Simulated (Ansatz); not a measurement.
# Co (hcp type): how the settings move a single-point run

Aim: see which settings change the result for Co (hcp type), by how much, and at what cost.

Program: Ansatz 0.2.0. Level of theory: reference: DFT, LDA, PAW with Ansatz's default frozen-core files, scalar-relativistic. These are calculated values, not measurements.

**1. Starting point**

The structure is hexagonal, space group P6_3/mmc (No. 194). The conventional cell has a = 2.101 Å, b = 2.101 Å, c = 3.401 Å, α = 90.00°, β = 90.00°, γ = 120.00°. Co (site symmetry -6m2) has 12 Co at 2.09 to 2.10 Å in its first shell of neighbours.

Coordinates:

```
Co
1.0
     2.10116    0.00000    0.00000
    -1.05058    1.81966    0.00000
     0.00000    0.00000    3.40137
Co
2
Direct
  0.33333 0.66667 0.25000
  0.66667 0.33333 0.75000
```

**2. The reference run**

input.yaml reads:

```yaml
crystal:
  lattice:
    - [2.1011618665, 0.0, 0.0]
    - [-1.0505809333, 1.8196595539, 0.0]
    - [0.0, 0.0, 3.4013706314]
  atoms:
    - { symbol: Co, position: [0.3333333333, 0.6666666667, 0.25], spin: 1.7 }
    - { symbol: Co, position: [0.6666666667, 0.3333333333, 0.75], spin: 1.7 }
magnetization:
  spin_polarized: true
kpoints:
  mp_grid: { grid: [18, 18, 10] }
scf:
  occupations: { method: fermi_dirac, width: 0.1 }
hamiltonian:
  xc: lda
  pseudopotentials: { kind: paw }
output:
  forces: true
  stress: true
  eigenvalues: true
  populations: true
  write_density: true
  write_potential: true
  elf: true
  volumetric_format: npy
```

Command:

```sh
$ ansatz run input.yaml --threads 1 --pin off --max-ram 3072MiB --backend cpu --events-out ev --progress --plain --runs-dir out
```

**3. Variant: eigensolver.kind davidson, ecutwfc 22.0 Ry, basis.precision f64**

Changes to input.yaml since step 2:

```diff
@@ -14,2 +14,3 @@
   occupations: { method: fermi_dirac, width: 0.1 }
+  eigensolver: { kind: davidson }
 hamiltonian:
@@ -22,5 +23,4 @@
   populations: true
-  write_density: true
-  write_potential: true
-  elf: true
-  volumetric_format: npy
+basis:
+  ecutwfc: "22.0 Ry"
+  precision: f64
```

What does the calculation give? Wanted: for each run, ending; energy change; pressure; gap; force.

**Answer**, as computed:

| run | ending | energy change | pressure (GPa) | gap (eV) | force (eV/Å) | cycles | time |
| --- | --- | --- | --- | --- | --- | --- | --- |
| reference | converged | 0 | 303.2 | 0.00 | 0.00 | 12 | 21 s |
| 1: eigensolver.kind davidson, ecutwfc 22.0 Ry, basis.precision f64 | converged | +675.7 meV/atom | 287.0 | 0.00 | 0.00 | 13 | 14 s |

Times don't compare one to one where runs were asked for different outputs or read a saved state (see the inputs); cycles may leave out searches for a lower state.

Residual by cycle in the longest SCF loop of each run; runs are numbered as in the table. The quantity is the density residual dr2, in eV.

| cycle | reference | run 1 |
| --- | --- | --- |
| 1 | 4.5 | 4.19 |
| 2 | 0.378 | 0.127 |
| 3 | 0.588 | 0.168 |
| 4 | 0.0592 | 0.00496 |
| 5 | 0.0248 | 0.0127 |
| 6 | 0.00341 | 0.00231 |
| 8 | 8.4e-8 | 8.6e-7 |
| 9 | 7.9e-9 | 3.5e-7 |
| 10 | 9.1e-9 | 1.1e-9 |
| 11 | 4.8e-10 | 6.8e-10 |
| 12 | 2.7e-12 | 1.7e-12 |
| 13 | - | 2.3e-13 |

What this shows: Changing the solver, cutoff and arithmetic precision moves the energy by +675.7 meV/atom, and the pressure goes from 303.2 to 287.0 GPa. The log warns that the cutoff is under what these potentials recommend, so the shift is basis error. Run 1 ran under the cutoff that the potentials recommend, as the log warns, so basis error is mixed into its values. The structure is not at rest: the sound run finds 303 GPa, so these are no properties of the relaxed crystal. 

At pressures up to 303 GPa the PAW spheres may overlap and frozen cores may not hold, so those PAW values are rough without an all-electron check.
